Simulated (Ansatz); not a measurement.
**GaNCl+ (singlet): wave-function methods side by side, cc-pVDZ**

One table from this session's results is given with a row withheld; the runs are named, their logs left out.

The runs use Ansatz 0.2.0, Gaussian basis; cc-pVDZ, core rule «outside noble gas», up to 20 orbitals frozen.

Plan: UHF; CCSD(T) on RHF; CCSD(T) on UHF; BCCD(T) on RHF; CISD; CCSDT(Q) on RHF; CCSDT(Q) on UHF.

33 further runs of the same task are left out: 10 for a known fault of the program, 13 that didn't finish, 10 set aside as unsound or not needed.

## The system

The geometry is a PBE0/def2-TZVP stationary point (not a proven minimum) of the parent state, kept for this charge and spin. No spin-orbit coupling is included. The filled d shell of Ga may be among the frozen orbitals whatever the setting's name suggests; the logs give the count.

3 atoms, charge 1, spin multiplicity 1.

Atoms are counted from 1 here; the program's logs count them from 0.

Bond lengths: Cl1–Ga2 2.102 Å, Ga2–N3 1.759 Å. Angles: Cl1–Ga2–N3 180.0°.

Set-up of the first run:

The input, in.yaml:

```yaml
crystal:
  periodic: [false, false, false]
  atoms:
    - {symbol: Cl, position_ang: [0.000000, 0.000000, 1.987400]}
    - {symbol: Ga, position_ang: [0.000000, 0.000000, -0.114300]}
    - {symbol: N, position_ang: [0.000000, 0.000000, -1.873100]}
basis:
  gaussian: {orbitals: cc-pVDZ}
total_charge: 1
magnetization: {spin_polarized: true, initial_magnetization: 0}
hamiltonian: {xc: hf}
output: {orbitals: {seedname: orbitals}}
```

Run with:

```console
> ansatz run in.yaml --threads 1 --pin off --events-out ev --progress --plain --max-ram 2393MiB
```

Steps of the session up to this table: UHF; CCSD(T) on RHF; CCSD(T) on UHF; BCCD(T) on RHF; CISD; CCSDT(Q) on RHF; CCSDT(Q) on UHF.

One table of the session follows, with a row left open; its other results are not shown here.

It belongs to the step «Misses and costs». 

```
   method  from RCCSDT(Q) (meV)
      RHF               +9532.9
      UHF               +7655.7
     RMP2               +1748.8
     UMP2                +381.1
    RCCSD                +633.8
    UCCSD                -732.2
 RCCSD(T)                     ?
 UCCSD(T)               -1123.6
  BCCD(T)                +307.6
   RCCSDT                 +85.4
   UCCSDT               -1507.4
RCCSDT(Q)                     0
UCCSDT(Q)               -1594.5
```

**Question.** Estimate the row for RCCSD(T).

As computed: from RCCSDT(Q) (meV): +308.4. In the column «from RCCSDT(Q) (meV)» it lies between BCCD(T) (+307.6) and UMP2 (+381.1).

Not comparable, so not listed: CISD (they don't share determinant, frozen orbitals or solution with the rows shown, or repeat one).

Caveats from the session: The determinant is far from a pure spin state, so its energy mixes those of several spin states (harmless only where they are near-degenerate, as at dissociation). The program flags UCCSD(T), UCCSDT(Q) as in doubt, so those rows may rest on another solution; read them beside their warnings. Warnings: restricted reference is unstable; spin contamination; large T1 diagnostic. Restricted and unrestricted rows rest on different reference determinants; where their highest levels disagree by more than a few hundredths of an eV, they describe different states and don't form one ladder.
